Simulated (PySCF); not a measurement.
# Cl5NRu ([Ru(N)Cl5]2-): the cost of one run

Programs: PySCF 2.14.0, with routines of our own; each step states its level. All values are computed. Atoms count from 0.

## (1) The system as given

7 atoms, charge -2, states of the metal's open shell are computed; geometry from: model start, shaken.

## (2) Geometry optimisation at PBE0-D3(BJ)/def2-SVP

What the job is given:

```
{"job": {"xc": "PBE0", "basis": "def2-SVP", "d3": "d3bj", "grid": 1, "maxiter": 45, "solvent": "water", "kind": "geom"}, "charge": -2, "metal": "Ru", "open_shell": "d2"}
Ru     0.000020     0.004480    -0.004110
N     -0.013360    -0.006820     1.655130
Cl     0.000900     0.020100    -2.337380
Cl     2.320690     0.007350     0.005350
Cl    -2.328420    -0.013960    -0.000440
Cl     0.010430     2.309840    -0.006860
Cl    -0.028520    -2.349340    -0.027630
```

Launch:

```console
OMP_NUM_THREADS=1 python lf_run.py task.json out
```

One launch serves the whole session: the jobs run in the order shown.

Q: Estimate the wall time and peak memory of this first job on 1 thread of Intel Xeon at 2.50GHz, shared host.

About 10 min, with a peak of 0.94 GiB.
